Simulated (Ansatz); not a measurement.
**CH7FSSi2: small, medium and large basis sets**

The task here is to estimate one member of a computed series from the others.

The runs use Ansatz 0.2.0, Gaussian basis; one geometry, several basis sets.

Levels to be run: PBE0-D4/def2-SVP; ωB97M-V/def2-SVP; PBE0-D4/def2-QZVPP; ωB97M-V/def2-QZVPP; the functionals' def2-TZVPP values are taken from earlier runs.

## The relaxed structure

An earlier PBE0-D4 in a triple-zeta def2 set relaxation fixed the geometry.

SMILES `FC[SiH]([SiH3])S`, 12 atoms, charge 0, spin multiplicity 1.

Atoms are counted from 1 here; the program's logs count them from 0.

Bond lengths: F1–C2 1.391 Å, C2–Si3 1.899 Å, C2–H6 1.095 Å, C2–H7 1.095 Å, Si3–Si4 2.339 Å, Si3–S5 2.149 Å, Si3–H8 1.489 Å, Si4–H9 1.489 Å, Si4–H10 1.487 Å, Si4–H11 1.487 Å, S5–H12 1.343 Å. Angles: F1–C2–Si3 109.3°, F1–C2–H6 108.4°, F1–C2–H7 108.3°, Si3–C2–H6 111.1°, Si3–C2–H7 111.6°, H6–C2–H7 108.2°, C2–Si3–Si4 111.2°, C2–Si3–S5 103.7°, C2–Si3–H8 109.0°, Si4–Si3–S5 110.4°, Si4–Si3–H8 111.2°, S5–Si3–H8 111.2°, Si3–Si4–H9 108.7°, Si3–Si4–H10 109.3°, Si3–Si4–H11 111.6°, H9–Si4–H10 108.8°, H9–Si4–H11 108.9°, H10–Si4–H11 109.5° and more.

Set-up of the first run:

in.yaml

```yaml
crystal:
  periodic: [false, false, false]
  atoms:
    - {symbol: F, position_ang: [-2.032778, 1.137515, 0.994564]}
    - {symbol: C, position_ang: [-0.817323, 1.583710, 0.486027]}
    - {symbol: Si, position_ang: [-0.081205, 0.245014, -0.641740]}
    - {symbol: Si, position_ang: [0.202322, -1.769577, 0.511417]}
    - {symbol: S, position_ang: [1.825472, 1.054722, -1.214298]}
    - {symbol: H, position_ang: [-0.150064, 1.801102, 1.326129]}
    - {symbol: H, position_ang: [-0.995102, 2.516429, -0.058923]}
    - {symbol: H, position_ang: [-0.967431, 0.067420, -1.824729]}
    - {symbol: H, position_ang: [1.035383, -2.682500, -0.318813]}
    - {symbol: H, position_ang: [0.911222, -1.506163, 1.791640]}
    - {symbol: H, position_ang: [-1.100330, -2.428997, 0.791191]}
    - {symbol: H, position_ang: [2.246835, -0.073778, -1.808564]}
basis:
  gaussian: {orbitals: def2-SVP}
hamiltonian: {xc: pbe0, dispersion: d4}
output: {orbitals: {seedname: orbitals}}
```

Among the steps run: PBE0-D4 in def2-SVP; ωB97M-V in def2-SVP; PBE0-D4 in def2-QZVPP; ωB97M-V in def2-QZVPP.

One of the session's tables, all rows but one given; the rest of the session is left out.

It belongs to the step «Functionals by basis». 

| functional | basis | HOMO (eV) |
| --- | --- | --- |
| PBE0-D4 | def2-SVP | -7.34 |
| PBE0-D4 | def2-TZVPP | -7.43 |
| PBE0-D4 | def2-QZVPP | -7.46 |
| ωB97M-V | def2-SVP | ? |
| ωB97M-V | def2-TZVPP | -9.54 |
| ωB97M-V | def2-QZVPP | -9.57 |

Estimate the missing values for ωB97M-V, def2-SVP.

The run gave: HOMO (eV): -9.42. In the column «HOMO (eV)» it lies between ωB97M-V, def2-TZVPP (-9.54) and PBE0-D4, def2-QZVPP (-7.46).
